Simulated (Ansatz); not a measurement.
# ClFIn: vertical and adiabatic energies of changing the electron count in Python

Aim: vertical and adiabatic energies of changing the electron count, for ClFIn, run from a script.

All numbers are computed with the Python package of Ansatz 0.2.0. Level of theory: r2SCAN+D4/def2-SVP.

## 1. The structure

Bond lengths: F1–In2 2.095 Å, In2–Cl3 2.207 Å. Angles: F1–In2–Cl3 111.1°.

No structure file is read: the coordinates are typed or built in the script.

## 2. The code

The input, clfin_adiabatic.py:

```python
"""How ClFIn relaxes after losing an electron."""

import ansatz as az
import numpy as np

system = (
    az.Crystal.molecule()
    .atom("F", [-0.0622, 1.7691, 0.1495])
    .atom("In", [-0.702, -0.1498, -0.3975])
    .atom("Cl", [0.7532, -1.6841, 0.2347])
)

base = system.calculation()
base = base.basis(gaussian="def2-SVP")
base = base.functional("r2scan", dispersion="d4")
base = base.spin("collinear", total=1)
symbols = [site.symbol for site in system.cartesian_sites]
start = np.array([site.position_ang for site in system.cartesian_sites], dtype=float)
report = base.relax(force_tolerance=0.01).run(threads=1, backend="cpu").report
end = np.array(report["positions_ang"])

minimum = az.Crystal.molecule()
for symbol, place in zip(symbols, end):
    minimum = minimum.atom(symbol, place.tolist())
ion = (
    minimum.calculation()
    .basis(gaussian="def2-SVP")
    .functional("r2scan", dispersion="d4")
    .charge(1)
)
vertical = ion.run(threads=1, backend="cpu").report
settled = ion.relax(force_tolerance=0.01, max_steps=80).run(threads=1, backend="cpu").report
print(f"vertical ionisation energy   {vertical['free_energy_ev'] - report['free_energy_ev']:.3f} eV")
print(f"adiabatic, no zero point     {settled['free_energy_ev'] - report['free_energy_ev']:.3f} eV")
print(f"relaxation energy of the ion {vertical['free_energy_ev'] - settled['free_energy_ev']:.3f} eV")
ionised = np.array(settled["positions_ang"])
print("final positions (A) and the move of each atom")
for symbol, xyz, old in zip(symbols, ionised, end):
    print(f"{symbol:2s} {xyz[0]:10.5f} {xyz[1]:10.5f} {xyz[2]:10.5f}   {np.linalg.norm(xyz - old):7.4f}")
```

## 3. The input behind the calls

The package turns the script's settings into the engine's input (first run):

```yaml
crystal:
  periodic: [false, false, false]
  atoms:
    - { symbol: F, position_ang: [-0.0622, 1.7691, 0.1495] }
    - { symbol: In, position_ang: [-0.702, -0.1498, -0.3975] }
    - { symbol: Cl, position_ang: [0.7532, -1.6841, 0.2347] }
basis:
  gaussian:
    orbitals: def2-SVP
hamiltonian:
  xc: r2scan
  dispersion: d4
magnetization:
  spin_polarized: true
  initial_magnetization: 1.0
relax:
  f_tol: 0.01
```

## 4. Running it

The run is started by

```
python clfin_adiabatic.py
```

Without the output at hand: what should come out? Wanted: vertical ionisation energy; adiabatic ionisation energy, no zero point.

The runs gave:

```
                                  quantity     value
                vertical ionisation energy  9.721 eV
adiabatic ionisation energy, no zero point  8.764 eV
                             runs compared         3
```

The ionisation energy is a difference of two total energies at the neutral geometry; letting the ion relax lowers it by 0.96 eV. Run 1: The relaxation took 3 moves; the largest shift is 0.129 Å, of atom 3 (Cl). Run 3: After 6 moves the largest shift is 0.759 Å, of atom 2 (In). Notes:
- The energies are electronic: no zero-point or thermal terms, and the basis set is short of its limit. The product may relax into another structure.
- def2 sets replace the cores of elements past krypton by effective core potentials.
- The species is open-shell (spin multiplicity 2).
- The spin of the ions was assumed; an unrestricted or higher-spin state can lie lower by tenths of an eV.
